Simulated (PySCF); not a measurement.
**Solver options tried on ZrC**

Aim: find out which solver settings change the answer for ZrC.

Method: each script names its method and basis; program: PySCF 2.14.0.

5 further runs of the same task are left out: 5 that didn't finish.

### Step 1. Starting geometry

ZrC: 2 atoms, charge 0, spin multiplicity 1.

Bond lengths: Zr1–C2 1.904 Å.

### Step 2. The run that the others are compared with

Contents of input.py:

```python
from pyscf import gto, scf, mp

mol = gto.M(
    atom='Zr 0 0 0; C 0 0 1.904',
    basis='sto-3g',
    charge=0,
    spin=0,
    symmetry=True,
    verbose=4,
)
mf = scf.RHF(mol)
mf.kernel()
mp.MP2(mf).kernel()
mf.dip_moment()
print('orbital energies (hartree):', mf.mo_energy[..., max(0, mol.nelec[1]-3):mol.nelec[0]+3].round(4))
```

Run with:

```console
python input.py
```

The log of this run is left out.

In short: E(SCF) = -3540.008491 Eh, 15 cycles, E(MP2) − E(SCF) = -0.24059 Eh, μ = 4.25 D (of the SCF density).

No relativity is included for the heavy element. The bond length is a typed value, not an optimised one.

### Step 3. Convergence threshold 1e-05 hartree

Variant 1 changes convergence threshold: default → 1e-05 hartree.

Edit input.py of step 2 so:

```diff
@@ -11,2 +11,3 @@
 mf = scf.RHF(mol)
+mf.conv_tol = 1e-05
 mf.kernel()
```

Run with:

```console
python input.py
```

Output, cut to the lines that bear on the results:

```text
[lines on the frontier levels of each cycle are left out]
PySCF version 2.14.0

[INPUT] verbose = 4
[INPUT] num. atoms = 2
[INPUT] num. electrons = 46
[INPUT] charge = 0
[INPUT] spin (= nelec alpha-beta = 2S) = 0
[INPUT] symmetry True subgroup None
[INPUT] Mole.unit = angstrom
[INPUT] Symbol           X                Y                Z      unit          X                Y                Z       unit  Magmom
[INPUT]  1 Zr     0.000000000000   0.000000000000   0.000000000000 AA    0.000000000000   0.000000000000   0.000000000000 Bohr   0.0
[INPUT]  2 C      0.000000000000   0.000000000000   1.904000000000 AA    0.000000000000   0.000000000000   3.598038541172 Bohr   0.0

nuclear repulsion = 66.7030097798319
point group symmetry = Coov
symmetry origin: [0.         0.         0.46930937]
symmetry axis x: [1. 0. 0.]
symmetry axis y: [0. 1. 0.]
symmetry axis z: [0. 0. 1.]
num. orbitals of irrep A1 = 14
num. orbitals of irrep E1x = 7
num. orbitals of irrep E1y = 7
num. orbitals of irrep E2x = 2
num. orbitals of irrep E2y = 2
number of shells = 14
number of NR pGTOs = 96
number of NR cGTOs = 32
basis = sto-3g
ecp = {}

******** <class 'pyscf.scf.hf_symm.SymAdaptedRHF'> ********
method = SymAdaptedRHF
initial guess = minao
damping factor = 0
level_shift factor = 0
DIIS = <class 'pyscf.scf.diis.CDIIS'>
diis_start_cycle = 1
diis_space = 8
diis_damp = 0
SCF conv_tol = 1e-05
SCF conv_tol_grad = None
SCF max_cycles = 50
direct_scf = True
direct_scf_tol = 1e-13
Freeze 0 electrons in irreps []
    46 free electrons in irreps A1 E1x E1y E2x E2y
Set gradient conv threshold to 0.00316228
Initial guess from minao.
init E= -3533.48005760744
cycle= 1 E= -3539.80646219696  delta_E= -6.33  |g|= 0.771  |ddm|= 3.13
cycle= 2 E= -3539.43979059067  delta_E= 0.367  |g|= 1.19  |ddm|= 3.02
cycle= 3 E= -3540.00898192767  delta_E= -0.569  |g|= 0.0956  |ddm|= 2.16
cycle= 4 E= -3540.01242637128  delta_E= -0.00344  |g|= 0.0273  |ddm|= 0.107
cycle= 5 E= -3540.01348871903  delta_E= -0.00106  |g|= 0.0207  |ddm|= 0.131
cycle= 6 E= -3540.01411844207  delta_E= -0.00063  |g|= 0.0227  |ddm|= 0.091
cycle= 7 E= -3540.00860683183  delta_E= 0.00551  |g|= 0.0208  |ddm|= 1.16
cycle= 8 E= -3540.00849312854  delta_E= 0.000114  |g|= 0.017  |ddm|= 0.119
cycle= 9 E= -3540.00844162658  delta_E= 5.15e-05  |g|= 0.00687  |ddm|= 0.286
cycle= 10 E= -3540.00850034504  delta_E= -5.87e-05  |g|= 0.000898  |ddm|= 0.125
cycle= 11 E= -3540.00848964097  delta_E= 1.07e-05  |g|= 0.00317  |ddm|= 0.0386
cycle= 12 E= -3540.00849052524  delta_E= -8.84e-07  |g|= 0.000736  |ddm|= 0.0448
Extra cycle  E= -3540.00849025666  delta_E= 2.69e-07  |g|= 0.00117  |ddm|= 0.00286
converged SCF energy = -3540.00849025666

******** <class 'pyscf.mp.mp2.RMP2'> ********
nocc = 23, nmo = 32
E(RMP2) = -3540.24917271892  E_corr = -0.240682462254438
E(SCS-RMP2) = -3540.23901343486  E_corr = -0.230523178194806
E_corr(same-spin) = -0.0672643575121379
E_corr(oppo-spin) = -0.1734181047423
Dipole moment(X, Y, Z, Debye):  0.00000,  0.00000, -4.26559
orbital energies (hartree): [-0.1644 -0.1644 -0.058   0.1906  0.2287  0.2287]
```

Wall time 1.4 s (1 thread, shared host).

Result: E(SCF) = -3540.008490 Eh (no change), 12 cycles, E(MP2) − E(SCF) = -0.24068 Eh, μ = 4.27 D (of the SCF density).

### Step 4. Smearing width 0.001 hartree

Variant 2 changes smearing width: none → 0.001 hartree; step after the SCF: mp2 → none.

Edit input.py of step 2 so:

```diff
@@ -1,2 +1,2 @@
-from pyscf import gto, scf, mp
+from pyscf import gto, scf
 
@@ -11,4 +11,4 @@
 mf = scf.RHF(mol)
+mf = scf.addons.smearing_(mf, sigma=0.001, method='fermi')
 mf.kernel()
-mp.MP2(mf).kernel()
 mf.dip_moment()
```

Run with:

```console
python input.py
```

Output:

```text
[... 30 set-up lines left out, the same as in an earlier log ...]
******** <class 'pyscf.scf.smearing.SmearingSymAdaptedRHF'> ********
method = SmearingSymAdaptedRHF
[... 7 set-up lines left out, the same as in an earlier log ...]
SCF conv_tol = 1e-09
[... 6 set-up lines left out, the same as in an earlier log ...]
Set gradient conv threshold to 3.16228e-05
[... 1 set-up line left out, the same as in an earlier log ...]
init E= -3533.48005760744
    sigma = 0.001  Optimized mu = -0.265985786842  entropy = 2.19183689376e-13
    Total E(T) = -3539.80646219696  Free energy = -3539.80646219696  E0 = -3539.80646219696
cycle= 1 E= -3539.80646219696  delta_E= -6.33  |g|= 0.536  |ddm|= 3.13
    sigma = 0.001  Optimized mu = 0.0362372192883  entropy = -0
    Total E(T) = -3539.43979059067  Free energy = -3539.43979059067  E0 = -3539.43979059067
cycle= 2 E= -3539.43979059067  delta_E= 0.367  |g|= 0.935  |ddm|= 3.02
    sigma = 0.001  Optimized mu = 0.128311234933  entropy = -0
    Total E(T) = -3540.00898192767  Free energy = -3540.00898192767  E0 = -3540.00898192767
cycle= 3 E= -3540.00898192767  delta_E= -0.569  |g|= 0.0696  |ddm|= 2.16
    sigma = 0.001  Optimized mu = 0.119519013379  entropy = -0
    Total E(T) = -3540.01242637128  Free energy = -3540.01242637128  E0 = -3540.01242637128
cycle= 4 E= -3540.01242637128  delta_E= -0.00344  |g|= 0.0179  |ddm|= 0.107
    sigma = 0.001  Optimized mu = 0.120774192816  entropy = -0
    Total E(T) = -3540.01348871903  Free energy = -3540.01348871903  E0 = -3540.01348871903
cycle= 5 E= -3540.01348871903  delta_E= -0.00106  |g|= 0.012  |ddm|= 0.131
    sigma = 0.001  Optimized mu = 0.12115111835  entropy = -0
    Total E(T) = -3540.01411844207  Free energy = -3540.01411844207  E0 = -3540.01411844207
cycle= 6 E= -3540.01411844207  delta_E= -0.00063  |g|= 0.0136  |ddm|= 0.091
    sigma = 0.001  Optimized mu = 0.110511318072  entropy = -0
    Total E(T) = -3540.00860683183  Free energy = -3540.00860683183  E0 = -3540.00860683183
cycle= 7 E= -3540.00860683183  delta_E= 0.00551  |g|= 0.0125  |ddm|= 1.16
    sigma = 0.001  Optimized mu = 0.110279880316  entropy = -0
    Total E(T) = -3540.00849312855  Free energy = -3540.00849312855  E0 = -3540.00849312855
cycle= 8 E= -3540.00849312855  delta_E= 0.000114  |g|= 0.0104  |ddm|= 0.119
    sigma = 0.001  Optimized mu = 0.109504049022  entropy = -0
    Total E(T) = -3540.00844162658  Free energy = -3540.00844162658  E0 = -3540.00844162658
cycle= 9 E= -3540.00844162658  delta_E= 5.15e-05  |g|= 0.00436  |ddm|= 0.286
    sigma = 0.001  Optimized mu = 0.110022723127  entropy = -0
    Total E(T) = -3540.00850034503  Free energy = -3540.00850034503  E0 = -3540.00850034503
cycle= 10 E= -3540.00850034503  delta_E= -5.87e-05  |g|= 0.00052  |ddm|= 0.125
    sigma = 0.001  Optimized mu = 0.110342956301  entropy = -0
    Total E(T) = -3540.00848964098  Free energy = -3540.00848964098  E0 = -3540.00848964098
cycle= 11 E= -3540.00848964098  delta_E= 1.07e-05  |g|= 0.00196  |ddm|= 0.0386
    sigma = 0.001  Optimized mu = 0.110308509098  entropy = -0
    Total E(T) = -3540.00849052524  Free energy = -3540.00849052524  E0 = -3540.00849052524
cycle= 12 E= -3540.00849052524  delta_E= -8.84e-07  |g|= 0.000455  |ddm|= 0.0448
    sigma = 0.001  Optimized mu = 0.11021282137  entropy = -0
    Total E(T) = -3540.00849073303  Free energy = -3540.00849073303  E0 = -3540.00849073303
cycle= 13 E= -3540.00849073303  delta_E= -2.08e-07  |g|= 0.000122  |ddm|= 0.00333
    sigma = 0.001  Optimized mu = 0.11021998223  entropy = -0
    Total E(T) = -3540.00849074588  Free energy = -3540.00849074588  E0 = -3540.00849074588
cycle= 14 E= -3540.00849074588  delta_E= -1.28e-08  |g|= 1.09e-05  |ddm|= 0.0021
    sigma = 0.001  Optimized mu = 0.11022039732  entropy = -0
    Total E(T) = -3540.00849074592  Free energy = -3540.00849074592  E0 = -3540.00849074592
cycle= 15 E= -3540.00849074592  delta_E= -4.27e-11  |g|= 1.14e-06  |ddm|= 0.000305
    sigma = 0.001  Optimized mu = 0.110219883672  entropy = -0
    Total E(T) = -3540.00849074592  Free energy = -3540.00849074592  E0 = -3540.00849074592
Extra cycle  E= -3540.00849074592  delta_E= -5.91e-12  |g|= 2.08e-06  |ddm|= 6.31e-06
converged SCF energy = -3540.00849074592
Dipole moment(X, Y, Z, Debye):  0.00000,  0.00000, -4.25014
orbital energies (hartree): [-0.1643 -0.1643 -0.058   0.1907  0.2287  0.2287]
```

It took 1.3 s on 1 thread, shared host.

Outcome: E(SCF) = -3540.008491 Eh (no change), 15 cycles, μ = 4.25 D.

The energy is that at the smeared occupations, without the entropy term.

### Step 5. Initial guess 1e

Variant 3 changes initial guess: minao → 1e.

Edit input.py of step 2 so:

```diff
@@ -11,2 +11,3 @@
 mf = scf.RHF(mol)
+mf.init_guess = '1e'
 mf.kernel()
```

Run with:

```console
python input.py
```

Output, cut to the lines that bear on the results:

```text
[lines on the frontier levels of each cycle are left out]
[... 32 set-up lines left out, the same as in an earlier log ...]
initial guess = 1e
[... 14 set-up lines left out, the same as in an earlier log ...]
Initial guess from hcore.
[... 1 set-up line left out, the same as in an earlier log ...]
WARN: E2y LUMO -17.2962304639272 < system HOMO -17.2962304639272
[... 1 set-up line left out, the same as in an earlier log ...]
init E= -3533.22970328303
cycle= 1 E= -3536.59270491691  delta_E= -3.36  |g|= 1.98  |ddm|= 11.4
cycle= 2 E= -3532.95612160343  delta_E= 3.64  |g|= 2.17  |ddm|= 7.98
cycle= 3 E= -3538.878204673  delta_E= -5.92  |g|= 1.67  |ddm|= 7.26
cycle= 4 E= -3538.96852426458  delta_E= -0.0903  |g|= 1.61  |ddm|= 0.143
cycle= 5 E= -3539.60595357846  delta_E= -0.637  |g|= 1.05  |ddm|= 0.964
cycle= 6 E= -3540.03016534533  delta_E= -0.424  |g|= 0.0981  |ddm|= 1.39
cycle= 7 E= -3540.03452175811  delta_E= -0.00436  |g|= 0.029  |ddm|= 0.163
cycle= 8 E= -3540.03550245383  delta_E= -0.000981  |g|= 0.0128  |ddm|= 0.137
cycle= 9 E= -3540.03615251039  delta_E= -0.00065  |g|= 0.00631  |ddm|= 0.167
cycle= 10 E= -3540.03650546754  delta_E= -0.000353  |g|= 0.00365  |ddm|= 0.178
cycle= 11 E= -3540.03658150459  delta_E= -7.6e-05  |g|= 0.00246  |ddm|= 0.121
cycle= 12 E= -3540.03658380347  delta_E= -2.3e-06  |g|= 0.00106  |ddm|= 0.00893
cycle= 13 E= -3540.03658427486  delta_E= -4.71e-07  |g|= 0.000302  |ddm|= 0.00403
cycle= 14 E= -3540.03658432883  delta_E= -5.4e-08  |g|= 0.000152  |ddm|= 0.0009
cycle= 15 E= -3540.0365843408  delta_E= -1.2e-08  |g|= 2.7e-05  |ddm|= 0.000429
cycle= 16 E= -3540.03658434117  delta_E= -3.68e-10  |g|= 3.82e-06  |ddm|= 9.63e-05
Extra cycle  E= -3540.03658434117  delta_E= 3.64e-12  |g|= 4.7e-06  |ddm|= 1.16e-05
converged SCF energy = -3540.03658434117

******** <class 'pyscf.mp.mp2.RMP2'> ********
nocc = 23, nmo = 32
E(RMP2) = -3540.20542792097  E_corr = -0.168843579805733
E(SCS-RMP2) = -3540.19776974461  E_corr = -0.161185403443168
E_corr(same-spin) = -0.0478002603735129
E_corr(oppo-spin) = -0.12104331943222
Dipole moment(X, Y, Z, Debye):  0.00000,  0.00000, -5.81075
orbital energies (hartree): [-0.1054 -0.1054 -0.0804  0.2084  0.2152  0.2152]
```

Run time: 1.4 s. Hardware: 1 thread, shared host.

Outcome: E(SCF) = -3540.036584 Eh (-0.7645 eV from the base), 16 cycles, E(MP2) − E(SCF) = -0.16884 Eh, μ = 5.81 D (of the SCF density).

### Step 6. All runs together

```csv
run,E(SCF) (hartree),from base (eV),cycles,gap (eV),SCF dipole (D),after the SCF
base,-3540.008491,0,15,6.77,4.25,MP2 correlation -6.547 eV
convergence threshold 1e-05 hartree,-3540.008490,0.0000,12,6.76,4.27,MP2 correlation -6.549 eV
smearing width 0.001 hartree,-3540.008491,0.0000,15,n/a,4.25,n/a
initial guess 1e,-3540.036584,-0.7645,16,7.86,5.81,MP2 correlation -4.594 eV
```

Wall time on 1 thread, shared host, start-up included: base 1.4 s; convergence threshold 1e-05 hartree 1.4 s; smearing width 0.001 hartree 1.3 s; initial guess 1e 1.4 s.

Distance from each run's final energy (log10 hartree) by cycle:

```csv
run,cycle 1,cycle 2,cycle 3,cycle 5,cycle 8,cycle 12
base,-0.7,-0.2,-3.3,-2.3,-5.6,-6.7
convergence threshold 1e-05 hartree,-0.7,-0.2,-3.3,-2.3,-5.5,-6.6
smearing width 0.001 hartree,-0.7,-0.2,-3.3,-2.3,-5.6,-6.7
initial guess 1e,0.5,0.9,0.1,-0.4,-3.0,-6.3
```

**Reading.** The SCF energy stays the same, to the digits that matter, with convergence threshold 1e-05 hartree or smearing width 0.001 hartree. With initial guess 1e the SCF ends in another solution, 0.76 eV lower: the path to self-consistency decides the state here.
